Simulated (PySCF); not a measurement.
# H4Ni2O4 (Ni2(OH)4): the cost of one run

Programs: PySCF 2.14.0, with routines of our own; each step states its level. All values are computed. Atoms count from 0.

## 1. The starting structure

10 atoms, charge 0, multiplicity 5; geometry from: GFN2-xTB.

## 2. Open-shell or spin-flip excitations: unrestricted TDA B3LYP/def2-SVP Ni:def2-TZVP

Job settings and geometry (Å):

```
{"job": {"kind": "uabs", "xc": "B3LYP", "basis": {"default": "def2-SVP", "Ni": "def2-TZVP"}, "nstates": 15, "tda": true, "pol": false}, "charge": 0, "multiplicity": 5}
Ni    -0.956430    -0.293020    -0.222180
O     -2.246470    -1.497080    -0.019400
O     -0.695540     1.656800    -0.049740
Ni     1.059950     0.730280     0.057040
O      2.402120     0.717490     1.187100
O      0.622800    -0.545140    -1.444920
H     -2.879940    -1.810470    -0.666360
H     -1.040470     2.172250     0.680330
H      2.646170     0.249790     1.984390
H      1.087820    -1.380910    -1.506260
```

Level: unrestricted TDA B3LYP/def2-SVP Ni:def2-TZVP, vertical, gas phase, core orbitals frozen in the response.

Started as:

```sh
$ OMP_NUM_THREADS=1 python excited_run.py task.json out
```

The driver reads the jobs from task.json and runs them one after another.

Q: Estimate the wall time and peak memory of this first job on 1 thread of Arm Neoverse V1, shared host.

About 4.7 min, with a peak of 0.62 GiB.
